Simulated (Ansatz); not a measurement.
# CH4AlClFNSi: a ladder of functionals and wavefunction methods

The task here is to estimate one member of a computed series from the others.

Method: functionals in def2-TZVPP, the program's frozen cores in correlated methods; program: Ansatz 0.2.0, Gaussian basis.

Plan: LDA (SPW92), PBE-D4, revPBE-D4, BLYP-D4, r2SCAN-D4, B97M-V, PBE0-D4, B3LYP-D4, r2SCANh-D4, r2SCAN0-D4, HSE06-D4, BHLYP-D4, CAM-B3LYP-D4, LC-ωPBE, ωB97X-V, ωB97M-V, B2PLYP, PBE-QIDH; CCSD(T)/def2-SVP; CCSD(T)/def2-TZVPP; MP2/def2-QZVPP; extrapolation to the limit; RPA on PBE.

**Structure used throughout**

The geometry comes from an earlier relaxation with PBE0-D4 in a triple-zeta def2 set; it is a stationary point, not always the lowest conformer.

SMILES `N=[C](Cl)[Al]([F])[SiH3]`, 10 atoms, charge 0, spin multiplicity 1.

Atoms are counted from 1 here; the program's logs count them from 0.

Bond lengths: N1–C2 1.258 Å, N1–H7 1.022 Å, C2–Cl3 1.759 Å, C2–Al4 1.978 Å, Al4–F5 1.644 Å, Al4–Si6 2.446 Å, Si6–H8 1.490 Å, Si6–H9 1.490 Å, Si6–H10 1.486 Å. Angles: C2–N1–H7 111.1°, N1–C2–Cl3 117.1°, N1–C2–Al4 125.9°, Cl3–C2–Al4 116.9°, C2–Al4–F5 119.3°, C2–Al4–Si6 119.1°, F5–Al4–Si6 121.6°, Al4–Si6–H8 109.9°, Al4–Si6–H9 109.9°, Al4–Si6–H10 111.7°, H8–Si6–H9 107.6°, H8–Si6–H10 108.9°, H9–Si6–H10 108.9°.

Set-up of the first run:

Input file in.yaml:

```yaml
crystal:
  periodic: [false, false, false]
  atoms:
    - {symbol: N, position_ang: [0.040795, -1.353204, -1.962389]}
    - {symbol: C, position_ang: [-0.049366, -0.099473, -1.910963]}
    - {symbol: Cl, position_ang: [-0.162635, 0.759705, -3.442186]}
    - {symbol: Al, position_ang: [-0.075704, 0.996303, -0.264110]}
    - {symbol: F, position_ang: [-0.199899, 2.631127, -0.387384]}
    - {symbol: Si, position_ang: [0.081112, -0.116573, 1.908816]}
    - {symbol: H, position_ang: [0.101878, -1.756744, -1.025555]}
    - {symbol: H, position_ang: [1.351154, -0.891204, 1.990416]}
    - {symbol: H, position_ang: [-1.044571, -1.079624, 2.067195]}
    - {symbol: H, position_ang: [0.040436, 0.858489, 3.029059]}
basis:
  gaussian: {orbitals: def2-TZVPP}
hamiltonian: {xc: lda}
output: {orbitals: {seedname: orbitals}}
```

On the command line:

```bash
$ ansatz run in.yaml --threads 4 --pin off --events-out ev --progress --plain --max-ram 10444MiB
```

Among the steps run: LDA; PBE-D4 (GGA); revPBE-D4 (GGA); BLYP-D4 (GGA); r2SCAN-D4 (meta-GGA); B97M-V (meta-GGA); PBE0-D4 (hybrid); B3LYP-D4 (hybrid); r2SCANh-D4 (hybrid); r2SCAN0-D4 (hybrid); HSE06-D4 (hybrid); BHLYP-D4 (hybrid); CAM-B3LYP-D4 (range-separated); LC-ωPBE (range-separated); ωB97X-V (range-separated); ωB97M-V (range-separated); B2PLYP (double hybrid); PBE-QIDH (double hybrid).

One of the session's tables, all rows but one given; the rest of the session is left out.

It belongs to the step «Orbital energies across the functionals». 

```
  functional  HOMO (eV)  LUMO (eV)  gap (eV)
 LDA (SPW92)      -6.49      -3.47      3.02
      PBE-D4      -6.34      -3.23      3.10
   revPBE-D4          ?          ?         ?
     BLYP-D4      -6.22      -3.09      3.13
   r2SCAN-D4      -6.60      -3.11      3.49
      B97M-V      -6.70      -3.16      3.54
     PBE0-D4      -7.63      -2.44      5.19
    B3LYP-D4      -7.42      -2.63      4.79
  r2SCANh-D4      -7.09      -2.82      4.27
  r2SCAN0-D4      -7.81      -2.38      5.43
    HSE06-D4      -7.23      -2.82      4.42
    BHLYP-D4      -8.83      -1.59      7.24
CAM-B3LYP-D4      -8.97      -1.42      7.55
     LC-ωPBE     -10.26      -0.33      9.93
     ωB97X-V      -9.93      -0.43      9.50
     ωB97M-V      -9.76      -0.63      9.13
```

Estimate the missing values for revPBE-D4.

**Answer.** HOMO (eV): -6.27; LUMO (eV): -3.13; gap (eV): 3.14. In the column «HOMO (eV)» it lies between PBE-D4 (-6.34) and BLYP-D4 (-6.22).
